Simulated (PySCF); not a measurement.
# O4Si4: the cost of one run

Program: PySCF 2.14.0. Level of theory: relaxation, pbe0, def2-tzvp, and further levels as typed in the inputs. These are calculated values, not measurements.

### Step 1. The starting structure

Bond lengths: Si1–O2 1.671 Å, O2–Si3 1.744 Å, Si3–O4 1.677 Å, O4–Si5 1.687 Å, Si5–O6 1.711 Å, O6–Si7 1.678 Å, Si1–O8 1.726 Å, Si7–O8 1.635 Å. Angles: Si1–O2–Si3 135.0°, O2–Si1–O8 136.0°, O2–Si3–O4 132.9°, Si3–O4–Si5 137.4°, O4–Si5–O6 132.7°, Si5–O6–Si7 135.5°, O6–Si7–O8 137.7°, Si1–O8–Si7 132.8°.

Structure file:

```xyz
8

Si    2.2031   -0.0213    0.0088
O     1.5944    1.5351    0.0180
Si   -0.0031    2.2354    0.0097
O    -1.5421    1.5685    0.0050
Si   -2.2279    0.0278   -0.0274
O    -1.5509   -1.5434   -0.0168
Si    0.0029   -2.1766   -0.0005
O     1.5379   -1.6139   -0.0194
```

### Step 2. Relaxation: O4Si4, charge +1

Input file run.py:

```python
from pyscf import gto, dft
from pyscf.geomopt.geometric_solver import optimize
mol = gto.M(atom="mol.xyz", basis="def2-tzvp", charge=1, spin=1, verbose=4)
mf = dft.UKS(mol, xc="pbe0").density_fit().run(conv_tol=1e-9)
for i in range(6):  # look for a lower solution of the same spin
    mo, _, ok, _ = mf.stability(return_status=True)
    if ok: break
    mf.kernel(mf.make_rdm1(mo, mf.mo_occ))
print(f"converged SCF energy = {mf.e_tot:.10f}, stable: {ok}")
mf = mf.newton()  # steadier than the usual iterations for open shells
m = optimize(mf, maxsteps=60)
print("optimised structure (A):")
for k in range(m.natm): print(m.atom_symbol(k), *(f"{x:.8f}" for x in m.atom_coords(unit="A")[k]))
```

The run is started by

```
python run.py
```

**Question.** How long does this run take on 2 threads of AMD EPYC 9R45 (Zen 5), shared host?

About 27 min.
